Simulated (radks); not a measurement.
**Spin polarisation of the 4s shell in Ca⁺**

Aim: the energy gained and the exchange splitting as electrons of the 4s shell of Ca⁺ are turned from spin down to spin up.

Program: radks (a radial shooting solver on a logarithmic mesh, Libxc functionals) version 1. Level of theory: scalar-relativistic Kohn-Sham, PBE, spin-polarised, spherical densities, point nucleus. These are calculated values, not measurements, unless marked.

## 1. Starting point

| Item | Value |
| --- | --- |
| element | calcium (Z = 20) |
| charge | +1 |
| electrons | 19 |
| configuration | [Ar] 4s(up 0.5, down 0.5) |

A shell typed twice in an input gives spin up, then spin down.

## 2. No moment

Settings of this run:

```text
Z 20
configuration [Ar] 4s0.5 4s0.5
relativity scalar-relativistic
functional pbe,pbe
spin polarised
nucleus point
c 137.035999084
```

## 3. moment 0.25 in 4s

Settings of this run:

```text
Z 20
configuration [Ar] 4s0.625 4s0.375
relativity scalar-relativistic
functional pbe,pbe
spin polarised
nucleus point
c 137.035999084
```

## 4. moment 0.5 in 4s

Settings of this run:

```text
Z 20
configuration [Ar] 4s0.75 4s0.25
relativity scalar-relativistic
functional pbe,pbe
spin polarised
nucleus point
c 137.035999084
```

## 5. moment 0.75 in 4s

Settings of this run:

```text
Z 20
configuration [Ar] 4s0.875 4s0.125
relativity scalar-relativistic
functional pbe,pbe
spin polarised
nucleus point
c 137.035999084
```

## 6. moment 1 in 4s

Settings of this run:

```text
Z 20
configuration [Ar] 4s1 4s0
relativity scalar-relativistic
functional pbe,pbe
spin polarised
nucleus point
c 137.035999084
```

Q: Predict the outcome of this session. Wanted: for each run, moment; E − E(0); ε(4s up); ε(4s down); splitting.

As calculated:

```
moment (μB)  E − E(0) (eV)  ε(4s up) (eV)  ε(4s down) (eV)  splitting (eV)
          0          0.000         -8.966           -8.966           0.000
       0.25         -0.013         -9.071           -8.857           0.214
        0.5         -0.053         -9.171           -8.750           0.421
       0.75         -0.118         -9.261           -8.640           0.621
```

In words: At a moment of 0.75 μB the energy has fallen by 0.12 eV and the 4s levels split by 0.62 eV, 0.828 eV per μB. The Stoner form E = −I m²/4 would give I = 0.841 eV. The energy falls at every step.
